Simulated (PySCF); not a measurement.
**A gas-phase reaction: GeH4 + CO2 → CH4GeO2**

What reaction energy should one expect for `[GeH4]` + `O=C=O` → `O=C[O][GeH3]`?

Programs: PySCF 2.14.0. All values are calculated, for the isolated system unless a continuum is named. Atoms count from 0, parts from 1.

### Step 1. Starting point

Each species was relaxed by itself at PBE0-D3(BJ)/def2-SVPD.

### Step 2. Reaction energy: wB97M-D3(BJ)/def2-TZVPD

What the job is given:

```
{"job": {"kind": "react", "xc": "wB97M-D3(BJ)", "basis": "def2-TZVPD"}, "charge": 0, "multiplicity": 1}
-1 GeH4 charge 0 multiplicity 1
Ge    -0.011890    -0.015150     0.019820
H     -0.143390    -1.193020     0.995880
H      0.292850     1.268600     0.804970
H      1.129900    -0.294120    -0.968030
H     -1.326940     0.157950    -0.753520

-1 CO2 charge 0 multiplicity 1
O     -1.147300     0.104390     0.005260
C      0.007580    -0.001670     0.000190
O      1.162460    -0.107740    -0.004880

+1 CH4GeO2 charge 0 multiplicity 1
O     -1.069510     0.311430     1.438310
C     -0.719580     1.134970     0.629000
O      0.066560     0.887000    -0.397190
Ge     0.626550    -0.874760    -0.525350
H     -1.028500     2.198370     0.667220
H     -0.611890    -1.751880    -0.710700
H      1.489990    -0.793820    -1.787560
H      1.439090    -1.204050     0.727210
```

Level: wB97M-D3(BJ)/def2-TZVPD reaction energy of separated species, gas phase.

Command:

```console
> OMP_NUM_THREADS=1 python cluster_run.py task.json out
```

One launch serves the whole session: the jobs run in the order shown.

What it wrote:

```text
species 1 (GeH4)
coarse grid: 17304 points
cycle   1  E = -2079.3778197373  dE = -8.510e-01  |g| = 5.595e-01  |ddm| = 1.776e+00
cycle   2  E = -2079.3805333659  dE = -2.714e-03  |g| = 5.696e-01  |ddm| = 5.996e-01
cycle   3  E = -2079.4012772497  dE = -2.074e-02  |g| = 9.829e-03  |ddm| = 2.784e-01
cycle   4  E = -2079.4013393171  dE = -6.207e-05  |g| = 3.861e-03  |ddm| = 1.993e-02
cycle   5  E = -2079.4013432884  dE = -3.971e-06  |g| = 5.220e-04  |ddm| = 7.106e-03
final grid: 34528 points
cycle   6  E = -2079.4012807705  dE = -9.307e-08  |g| = 3.865e-04  |ddm| = 1.101e-03
cycle   7  E = -2079.4012807793  dE = -8.868e-09  |g| = 4.008e-04  |ddm| = 4.992e-04
cycle   8  E = -2079.4012807898  dE = -1.051e-08  |g| = 2.171e-05  |ddm| = 1.852e-04
cycle   9  E = -2079.4012807904  dE = -5.739e-10  |g| = 3.644e-06  |ddm| = 4.700e-05
converged SCF energy = -2079.4012807904

species 2 (CO2)
coarse grid: 15544 points
cycle   1  E = -188.5651161991  dE =  6.316e-01  |g| = 8.901e-01  |ddm| = 1.626e+00
cycle   2  E = -188.5091093108  dE =  5.601e-02  |g| = 1.144e+00  |ddm| = 1.002e+00
cycle   3  E = -188.7157487810  dE = -2.066e-01  |g| = 3.926e-02  |ddm| = 4.979e-01
cycle   4  E = -188.7160314856  dE = -2.827e-04  |g| = 1.227e-02  |ddm| = 4.081e-02
cycle   5  E = -188.7160663620  dE = -3.488e-05  |g| = 2.647e-03  |ddm| = 8.069e-03
cycle   6  E = -188.7160686384  dE = -2.276e-06  |g| = 4.306e-04  |ddm| = 2.752e-03
final grid: 33624 points
cycle   7  E = -188.7160594202  dE = -9.842e-08  |g| = 1.948e-04  |ddm| = 8.213e-04
cycle   8  E = -188.7160594297  dE = -9.520e-09  |g| = 1.495e-04  |ddm| = 1.927e-04
cycle   9  E = -188.7160594329  dE = -3.262e-09  |g| = 3.961e-05  |ddm| = 8.222e-05
cycle  10  E = -188.7160594334  dE = -4.989e-10  |g| = 1.817e-05  |ddm| = 3.476e-05
converged SCF energy = -188.7160594334

species 3 (CH4GeO2)
coarse grid: 32848 points
cycle   1  E = -2267.9234719628  dE = -5.707e-02  |g| = 1.115e+00  |ddm| = 2.349e+00
cycle   2  E = -2267.8521198645  dE =  7.135e-02  |g| = 1.372e+00  |ddm| = 1.384e+00
cycle   3  E = -2268.1198050496  dE = -2.677e-01  |g| = 1.166e-01  |ddm| = 6.853e-01
cycle   4  E = -2268.1213535226  dE = -1.548e-03  |g| = 6.647e-02  |ddm| = 8.884e-02
cycle   5  E = -2268.1220711352  dE = -7.176e-04  |g| = 1.082e-02  |ddm| = 3.954e-02
cycle   6  E = -2268.1220962863  dE = -2.515e-05  |g| = 5.711e-03  |ddm| = 1.029e-02
cycle   7  E = -2268.1221026048  dE = -6.318e-06  |g| = 1.216e-03  |ddm| = 4.895e-03
final grid: 68152 points
cycle   8  E = -2268.1220046534  dE = -8.263e-07  |g| = 8.495e-04  |ddm| = 3.883e-03
cycle   9  E = -2268.1220047836  dE = -1.301e-07  |g| = 8.970e-04  |ddm| = 1.099e-03
cycle  10  E = -2268.1220049042  dE = -1.206e-07  |g| = 1.396e-04  |ddm| = 4.670e-04
cycle  11  E = -2268.1220049221  dE = -1.791e-08  |g| = 1.268e-04  |ddm| = 2.807e-04
cycle  12  E = -2268.1220049263  dE = -4.203e-09  |g| = 3.103e-05  |ddm| = 1.462e-04
cycle  13  E = -2268.1220049265  dE = -2.183e-10  |g| = 7.002e-06  |ddm| = 2.308e-05
converged SCF energy = -2268.1220049265

Reaction energy = -4.665 kcal/mol
```

It took 23 s on 1 thread of Arm Neoverse V1, shared host; peak memory 0.76 GiB.

Species by species (with the dispersion term, which the log's SCF energies lack):

| ν | species | energy (Eh) | HOMO (eV) |
| --- | --- | --- | --- |
| -1 | [GeH4] | -2079.40385 | -11.98 |
| -1 | O=C=O | -188.71759 | -13.16 |
| +1 | O=C[O][GeH3] | -2268.12887 | -10.84 |

### Step 3. Reaction energy: PBE0-D3(BJ)/def2-TZVPD

Same as in step 2 but for these lines:

```diff
@@ -1,2 +1,2 @@
-{"job": {"kind": "react", "xc": "wB97M-D3(BJ)", "basis": "def2-TZVPD"}, "charge": 0, "multiplicity": 1}
+{"job": {"kind": "react", "xc": "PBE0", "basis": "def2-TZVPD", "disp": "d3bj"}, "charge": 0, "multiplicity": 1}
 -1 GeH4 charge 0 multiplicity 1
```

Method: PBE0-D3(BJ)/def2-TZVPD reaction energy of separated species, gas phase.

What it wrote:

```text
species 1 (GeH4)
coarse grid: 17304 points
cycle   1  E = -2079.0958993201  dE = -7.911e-01  |g| = 5.999e-01  |ddm| = 1.756e+00
cycle   2  E = -2079.0884616894  dE =  7.438e-03  |g| = 6.795e-01  |ddm| = 6.426e-01
cycle   3  E = -2079.1188599068  dE = -3.040e-02  |g| = 1.023e-02  |ddm| = 3.531e-01
cycle   4  E = -2079.1188801668  dE = -2.026e-05  |g| = 4.743e-03  |ddm| = 1.539e-02
cycle   5  E = -2079.1188855493  dE = -5.383e-06  |g| = 1.616e-04  |ddm| = 4.898e-03
final grid: 34528 points
cycle   6  E = -2079.1188833274  dE = -8.366e-09  |g| = 1.082e-04  |ddm| = 1.285e-03
cycle   7  E = -2079.1188833274  dE =  5.866e-11  |g| = 1.461e-04  |ddm| = 1.722e-04
cycle   8  E = -2079.1188833293  dE = -1.934e-09  |g| = 8.972e-06  |ddm| = 7.808e-05
cycle   9  E = -2079.1188833293  dE = -2.728e-11  |g| = 4.101e-07  |ddm| = 1.255e-05
converged SCF energy = -2079.1188833293

species 2 (CO2)
coarse grid: 3264 points
cycle   1  E = -188.3416508244  dE =  6.361e-01  |g| = 8.422e-01  |ddm| = 1.642e+00
cycle   2  E = -188.1014354748  dE =  2.402e-01  |g| = 1.474e+00  |ddm| = 1.074e+00
cycle   3  E = -188.4667524616  dE = -3.653e-01  |g| = 2.695e-02  |ddm| = 6.469e-01
cycle   4  E = -188.4668524402  dE = -9.998e-05  |g| = 1.108e-02  |ddm| = 2.905e-02
cycle   5  E = -188.4668761647  dE = -2.372e-05  |g| = 1.800e-03  |ddm| = 7.482e-03
cycle   6  E = -188.4668766340  dE = -4.693e-07  |g| = 2.124e-04  |ddm| = 1.166e-03
final grid: 33624 points
cycle   7  E = -188.4672287757  dE = -4.712e-06  |g| = 1.030e-02  |ddm| = 3.663e-02
cycle   8  E = -188.4671977271  dE =  3.105e-05  |g| = 1.711e-02  |ddm| = 1.065e-02
cycle   9  E = -188.4672454792  dE = -4.775e-05  |g| = 3.802e-04  |ddm| = 7.164e-03
cycle  10  E = -188.4672455070  dE = -2.785e-08  |g| = 6.266e-05  |ddm| = 2.769e-04
cycle  11  E = -188.4672455077  dE = -6.501e-10  |g| = 2.333e-05  |ddm| = 4.180e-05
converged SCF energy = -188.4672455077

species 3 (CH4GeO2)
coarse grid: 32848 points
cycle   1  E = -2267.4125166193  dE = -5.013e-02  |g| = 1.117e+00  |ddm| = 2.301e+00
cycle   2  E = -2267.0406057431  dE =  3.719e-01  |g| = 1.833e+00  |ddm| = 1.584e+00
cycle   3  E = -2267.5789690550  dE = -5.384e-01  |g| = 2.955e-01  |ddm| = 1.005e+00
cycle   4  E = -2267.5918762587  dE = -1.291e-02  |g| = 9.191e-02  |ddm| = 1.835e-01
cycle   5  E = -2267.5930808906  dE = -1.205e-03  |g| = 4.172e-02  |ddm| = 5.986e-02
cycle   6  E = -2267.5933230869  dE = -2.422e-04  |g| = 4.549e-03  |ddm| = 2.378e-02
cycle   7  E = -2267.5933267262  dE = -3.639e-06  |g| = 8.977e-04  |ddm| = 3.119e-03
final grid: 68152 points
cycle   8  E = -2267.5933059901  dE =  1.539e-07  |g| = 1.431e-03  |ddm| = 4.461e-03
cycle   9  E = -2267.5933048612  dE =  1.129e-06  |g| = 2.895e-03  |ddm| = 2.017e-03
cycle  10  E = -2267.5933063515  dE = -1.490e-06  |g| = 2.943e-04  |ddm| = 1.369e-03
cycle  11  E = -2267.5933063675  dE = -1.599e-08  |g| = 5.355e-05  |ddm| = 1.671e-04
cycle  12  E = -2267.5933063680  dE = -5.066e-10  |g| = 9.353e-06  |ddm| = 3.056e-05
converged SCF energy = -2267.5933063680

Reaction energy = -5.815 kcal/mol
```

It took 11 s on 1 thread of Arm Neoverse V1, shared host; peak memory 0.64 GiB.

Reaction energy at this level: -5.81 kcal/mol.

### Step 4. Comparing the runs

Energies in kcal/mol, with wall time:

| run | reaction | time |
| --- | --- | --- |
| wB97M-D3(BJ)/def2-TZVPD | -4.66 | 23 s |
| PBE0-D3(BJ)/def2-TZVPD | -5.81 | 11 s |

### Step 5. Outcome

```
                                                quantity                    value
               reaction energy (wB97M-D3(BJ)/def2-TZVPD)           -4.66 kcal/mol
                     ΔH, ΔG at 298 K (xTB thermal terms)      -3.1, +5.4 kcal/mol
range of the reaction energy over the runs of this table  -5.81 to -4.66 kcal/mol
```

**Reading.** The reaction is exothermic by 3.1 kcal/mol in the gas phase; dispersion gives -1.74, and xTB itself gave -0.73 for the electronic energy (xTB energies and thermal terms come from the earlier relaxation of each species, not shown). No barrier was sought. The reaction energy runs from -5.81 (PBE0-D3(BJ)/def2-TZVPD) to -4.66 kcal/mol (wB97M-D3(BJ)/def2-TZVPD).
